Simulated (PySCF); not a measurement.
# C4H9BrSi: the cost of one run

Programs: PySCF 2.14.0, with routines of our own; each step states its level. All values are computed. Atoms count from 0.

## 1. The starting structure

15 atoms, charge 0, multiplicity 1; geometry from: GFN2-xTB.

## 2. Circular dichroism and optical rotation: TDDFT PBE0/def2-SVPD

Job settings and geometry (Å):

```
{"job": {"kind": "ecd", "xc": "PBE0", "basis": "def2-SVPD", "nstates": 8}, "charge": 0, "multiplicity": 1}
Si     2.094557     0.178376     0.213812
C      0.215595     0.443364     0.334995
C     -0.676068    -0.691704     0.883727
C     -1.659208    -0.460251    -0.273958
C     -0.581385     0.365312    -0.971230
Br    -1.137904     2.068607    -1.758448
H      2.631386     0.070497     1.568292
H      2.676277     1.306302    -0.510113
H      2.313029    -1.066723    -0.527291
H     -0.009617     1.374859     0.858127
H     -0.195527    -1.667479     0.833631
H     -1.076275    -0.544224     1.884525
H     -2.517164     0.139999     0.024349
H     -2.011294    -1.340304    -0.810236
H     -0.070817    -0.168642    -1.772094
```

With the program's defaults for keys left out, this is: TDDFT PBE0/def2-SVPD circular dichroism and optical rotation, one conformer, gas phase.

The run is started by

```
OMP_NUM_THREADS=1 python excited_run.py task.json out
```

One launch serves the whole session: the jobs run in the order shown.

**Question.** How long does this job take on 1 thread of Arm Neoverse V1, shared host, and how much memory does it need?

About 85 s, with a peak of 0.94 GiB.
